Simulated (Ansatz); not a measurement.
I need a ladder of basis sets of GeH₄P, SMILES [PH2][GeH2]. Use Ansatz's Python interface. Settings (for the species named): B3LYP, cc-pVDZ basis, multiplicity 2, D3BJ dispersion. The script varies basis: cc-pVDZ, cc-pVTZ.

Input file `geh4p.xyz`:
```text
6

P    -1.20460   -0.26820    0.60800
Ge    1.03870    0.11380    0.40130
H    -1.56050    1.11710    0.35350
H    -1.35880   -0.67640   -0.77760
H     1.78370   -1.24080    0.28890
H     1.30140    0.95450   -0.87410
```

Script `geh4p_basis.py`:
```python
# -*- coding: utf-8 -*-
import ansatz as az


def main():
    molecule = az.Crystal.molecule_from_extxyz("geh4p.xyz")

    setup = (
        molecule.calculation()
        .functional("b3lyp", dispersion="d3bj")
        .spin("collinear", total=1)
    )

    energies = {}
    for basis in ["cc-pVDZ", "cc-pVTZ"]:
        r = setup.basis(gaussian=basis).run(threads=1, pin="off").report
        size = r["n_frozen"] + r["n_occupied"][0] + r["n_virtual"][0]
        energies[basis] = (r["reference_energy_ev"] / 27.211386246, r["free_energy_ev"] / 27.211386246)
        print(f"{basis:14s} {size:4d} orbitals  reference {energies[basis][0]:14.6f} Ha  total {energies[basis][1]:14.6f} Ha")

    last = energies["cc-pVTZ"][1]
    for basis, (_, total) in energies.items():
        print(f"{basis:14s} lies {27.211386 * (total - last):9.4f} eV above cc-pVTZ")


if __name__ == "__main__":
    main()
```

Output of `python geh4p_basis.py`:
```text
cc-pVDZ          65 orbitals  reference   -2420.746833 Ha  total   -2420.754817 Ha
cc-pVTZ         133 orbitals  reference   -2420.836424 Ha  total   -2420.844408 Ha
cc-pVDZ        lies    2.4379 eV above cc-pVTZ
cc-pVTZ        lies    0.0000 eV above cc-pVTZ
```

Against cc-pVDZ: cc-pVTZ -89.6 mHa. The last step alone is -89.59 mHa. From the first set to the last the time grows from 3.1 to 6.3 s.

Notes:
- The drop along the ladder measures the basis error, and is no property of the molecule.
- The geometry is a force-field or estimated start, not a minimum of this method, and the last set is no limit. Much of the fall in a total is atomic energy, which cancels in bond and reaction energies.
- The run takes the species as open-shell (spin multiplicity 2), which needn't be its ground state.
- Total less reference energy is the dispersion correction.
- b3lyp holds the VWN-RPA fit, as in Gaussian; the form of ORCA and Turbomole is b3lyp5.
- For Al to Cl the sets with a tight d function, cc-pV(X+d)Z, are usual.
- It ran for 10 s on 1 thread of Arm Neoverse V1 (shared host), peak memory 0.38 GiB.
